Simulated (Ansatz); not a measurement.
A first try at vertical and adiabatic energies of changing the electron count of FH₄SbSi, SMILES F[SiH2][SbH2], using the Ansatz DFT code, driven from Python.

Script `adiabatic_fh4sbsi.py`:
```python
import ansatz as az
from ase import Atoms
import numpy as np

atoms = Atoms(['F', 'Si', 'Sb', 'H', 'H', 'H', 'H'], positions=[
    [-2.1507, 0.5433, 0.0269],
    [-0.7595, -0.0693, -0.5612],
    [1.1519, 0.9713, 0.6541],
    [-0.6793, -1.5094, -0.3419],
    [-0.6277, 0.2036, -2.0166],
    [0.8172, 0.0602, 2.1185],
    [2.3094, -0.2677, 0.0745],
])
system = az.Crystal.molecule_from_ase(atoms)

base = (
    system.calculation()
    .basis(gaussian='def2-SVP')
    .functional('b3lyp')
    .stress()
)
symbols = [site.symbol for site in system.cartesian_sites]
start = np.array([site.position_ang for site in system.cartesian_sites], dtype=float)
rep = base.relax(force_tolerance=0.01, max_steps=30).run(threads=1, backend='cpu').report
end = np.array(rep['positions_ang'])

minimum = az.Crystal.molecule()
for symbol, place in zip(symbols, end):
    minimum = minimum.atom(symbol, place.tolist())
ion = (
    minimum.calculation()
    .basis(gaussian='def2-SVP')
    .functional('b3lyp')
    .stress()
    .charge(1)
    .spin('collinear', total=1)
)
vertical = ion.run(threads=1, backend='cpu').report
settled = ion.relax(force_tolerance=0.01, max_steps=80).run(threads=1, backend='cpu').report
print(f'vertical ionisation energy   {vertical["free_energy_ev"] - rep["free_energy_ev"]:.3f} eV')
print(f'adiabatic, no zero point     {settled["free_energy_ev"] - rep["free_energy_ev"]:.3f} eV')
print(f'relaxation energy of the ion {vertical["free_energy_ev"] - settled["free_energy_ev"]:.3f} eV')
ionised = np.array(settled['positions_ang'])
print('final positions (A) and the move of each atom')
for symbol, xyz, old in zip(symbols, ionised, end):
    print(f'{symbol:2s} {xyz[0]:10.5f} {xyz[1]:10.5f} {xyz[2]:10.5f}   {np.linalg.norm(xyz - old):7.4f}')
```

```console
$ python adiabatic_fh4sbsi.py
Traceback (most recent call last):
  File "adiabatic_fh4sbsi.py", line 24, in <module>
    rep = base.relax(force_tolerance=0.01, max_steps=30).run(threads=1, backend='cpu').report
          ~~~~~~~~~~~~~~~~~~~~~~~~~~~~~~~~~~~~~~~~~~~~~~~~~~^^^^^^^^^^^^^^^^^^^^^^^^^^
  ...
ansatz.RefusalError: invalid value for `basis.gaussian`: such a run doesn't read output.stress; remove what it names
```
(Library frames cut from the traceback.)

Find the fault and give the corrected script.

The fault: a molecule has no stress. The correction:

```diff
--- before
+++ after
@@ -19,3 +19,2 @@
     .functional('b3lyp')
-    .stress()
 )
@@ -23,3 +22,3 @@
 start = np.array([site.position_ang for site in system.cartesian_sites], dtype=float)
-rep = base.relax(force_tolerance=0.01, max_steps=30).run(threads=1, backend='cpu').report
+rep = base.relax(force_tolerance=0.01, max_steps=100).run(threads=1, backend='cpu').report
 end = np.array(rep['positions_ang'])
@@ -33,3 +32,2 @@
     .functional('b3lyp')
-    .stress()
     .charge(1)
```

The mended script runs so:

Output of `python adiabatic_fh4sbsi.py`:
```text
vertical ionisation energy   9.464 eV
adiabatic, no zero point     8.801 eV
relaxation energy of the ion 0.662 eV
final positions (A) and the move of each atom
F    -2.13345    0.56954    0.05073    0.1601
Si   -0.96598   -0.19724   -0.73647    0.2977
Sb    1.17611    0.65695    0.65768    0.3817
H    -0.97576   -1.65534   -0.49344    0.2370
H    -0.74334    0.31357   -2.10070    0.2727
H     1.05769    0.33805    2.32169    0.4684
H     2.64603   -0.09353    0.25481    0.4243
```

What to keep in mind:
- The energies are electronic: no zero-point or thermal terms, and the basis set is short of its limit. The product may relax into another structure. The relaxation finds the nearest minimum, so the adiabatic value is an upper bound.
- def2 sets replace the cores of elements past krypton by effective core potentials.
- b3lyp holds the VWN-RPA fit, as in Gaussian; the form of ORCA and Turbomole is b3lyp5.
- Wall time of the script: 2.2 min on 1 thread of Arm Neoverse V1, with other jobs on the host, peak memory 0.3 GiB.
